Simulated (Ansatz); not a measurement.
# Two structures of Ti: comparison of enthalpies under pressure

The task here is to estimate one member of a computed series from the others.

All numbers are computed with the Python package of Ansatz 0.2.0. Level of theory: DFT PBEsol, plane waves, PAW.

### The structure

Ti Pm-3m: The structure is cubic, space group Pm-3m (No. 221). Conventional cell: a = 2.690 Å, b = 2.690 Å, c = 2.690 Å, α = 90.00°, β = 90.00°, γ = 90.00°. Around Ti (site symmetry m-3m) lie 6 Ti at 2.69 Å.

Ti Im-3m: The structure is cubic, space group Im-3m (No. 229). The conventional cell has a = 3.280 Å, b = 3.280 Å, c = 3.280 Å, α = 90.00°, β = 90.00°, γ = 90.00°. Ti (site symmetry m-3m) is surrounded by 8 Ti at 2.84 Å.

The script holds or builds the structure itself.

Set-up of the first run:

Input file transition_ti.py:

```python
"""Enthalpies of two structures of Ti under pressure."""

import warnings

import ansatz
import numpy as np
import pandas as pd


def sc(a_site, a):
    return (
        ansatz.Lattice.cubic(a)
        .space_group(221)
        .atom(a_site, (0, 0, 0))
    )


def bcc(A, a):
    return ansatz.Crystal.bcc(A, a=a)


def compute(name, crystal, pressure=0.0):
    calc = (
        crystal.calculation()
        .basis(510)  # a bare number is in eV
        .scf(tolerance=1e-08)
        .functional("pbesol")
        .kpoints(spacing=0.3)
        .occupations("fermi_dirac", width=0.1)  # smearing steadies the SCF of a metal
    )
    calc = calc.relax(force_tolerance=0.01, cell=True, pressure=pressure)
    return calc.run(threads=1)


def volume_per_atom(outcome):
    return abs(np.linalg.det(outcome.lattice.cell_ang)) / len(outcome.lattice.sites)

warnings.simplefilter("ignore")

phases = {}
phases["sc"] = sc("Ti", 2.69)
phases["bcc"] = bcc("Ti", 3.28)

# enthalpy per atom at each pressure
pressures = [0, 5, 10, 20]
enthalpy, volume = {name: [] for name in phases}, {name: [] for name in phases}
for p in pressures:
    for name, crystal in phases.items():
        o = compute(name, crystal, pressure=p)
        volume[name].append(volume_per_atom(o))
        enthalpy[name].append(o.report["energy_sigma0_ev"] / len(o.lattice.sites) + p * volume[name][-1] / 160.21766)
gap = np.array(enthalpy["bcc"]) - np.array(enthalpy["sc"])
rows = [(p, va, vb, 1000 * d) for p, va, vb, d in zip(pressures, volume["sc"], volume["bcc"], gap)]
print(pd.DataFrame(rows, columns=["P (GPa)", "V sc (A^3/atom)", "V bcc (A^3/atom)", "H(bcc) - H(sc) (meV/atom)"]).round(4).to_string(index=False))
crossings = [p0 - g0 * (p1 - p0) / (g1 - g0) for p0, p1, g0, g1 in zip(pressures, pressures[1:], gap, gap[1:]) if g0 * g1 < 0]
print("crossing near", [round(float(p), 1) for p in crossings], "GPa") if crossings else print("no crossing in this range")
```

The run is started by

```bash
> python transition_ti.py
```

One of the session's tables, all rows but one given; the rest of the session is left out.

Enthalpy H = E + pV of the second structure less the first:

| pressure (GPa) | ΔH (meV/atom) |
| --- | --- |
| 0 | -754.6 |
| 5 | -785.9 |
| 10 | ? |
| 20 | -841.1 |

Q: Estimate the row for pressure (GPa) = 10 from the others.

Worked estimate for «ΔH (meV/atom)». A straight line through the neighbours (5, -785.9) and (20, -841.1) gives -785.9 + (-841.1 + 785.9) × (10 − 5) / (20 − 5) = -804.3; a parabola fitted to 3 rows on both sides gives -810.7.

**Answer.** ΔH (meV/atom): -809.7. In «ΔH (meV/atom)» the line misses by +5.4 and the parabola by -1.0.

Limits of these values: For the metals among these cells the mesh is coarse, so their volumes and pressures are rough. The program warned that this SCF threshold is loose for forces or stresses. Only these two structures are compared, at zero temperature and with their symmetry kept; either may be hypothetical, and another phase may be lower than both. The script silences warnings, which a real study should read. Warnings in the runs' records: stress scf threshold loose.
